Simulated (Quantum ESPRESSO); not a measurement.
**Ta3N: equation of state with PBEsol**

Crystal: Ta3N.

```xyz
4
Lattice="3.0322 0.0000 0.0000 -1.5161 2.6260 0.0000 0.0000 0.0000 7.5241" Properties=species:S:1:pos:R:3 pbc="T T T"
Ta    1.5161    0.8753    6.2155
Ta    0.0000    1.7507    1.3087
Ta    0.0000    0.0000    3.7621
N     0.0000    0.0000    0.0000
```

The cell comes from a database or a generator and needn't be the stable form of this composition.

```yaml
Program: Quantum ESPRESSO 7.5
Task: equation of state
Functional: PBEsol
Potentials_or_basis: GBRV 1.5 PBEsol
Cutoff: 762 eV
Density_cutoff: 6095 eV
k_mesh: 10 × 10 × 4
Occupations: fermi-dirac, width 0.05 eV
Spin: no spin polarisation
Mixing_beta: 0.5
Most_SCF_iterations: 120
SCF_threshold: 8e-10 Ry
```

| Property | Result |
| --- | --- |
| Equilibrium volume | 14.50 Å³/atom |
| Bulk modulus at fixed shape and positions | 266 GPa |
| Pressure derivative of the bulk modulus | 4.1 |

Energy against volume, from the lowest point:
| volume (Å³/atom) | energy (meV/atom) |
| --- | --- |
| 14.079 | 9.75 |
| 14.379 | 0.00 |
| 14.678 | 0.97 |
| 14.978 | 11.60 |
| 15.277 | 30.92 |
| 15.577 | 58.05 |
| 15.877 | 92.20 |

All runs of the series together: 6.3 min on 2 threads of Arm Neoverse V1 (shared host).

Caveat: the cell was scaled at fixed shape and fractional positions, which overstates the stiffness of a crystal with free parameters, most of all of layers and chains. The run has no spin-orbit coupling, so splittings on Ta are missing.
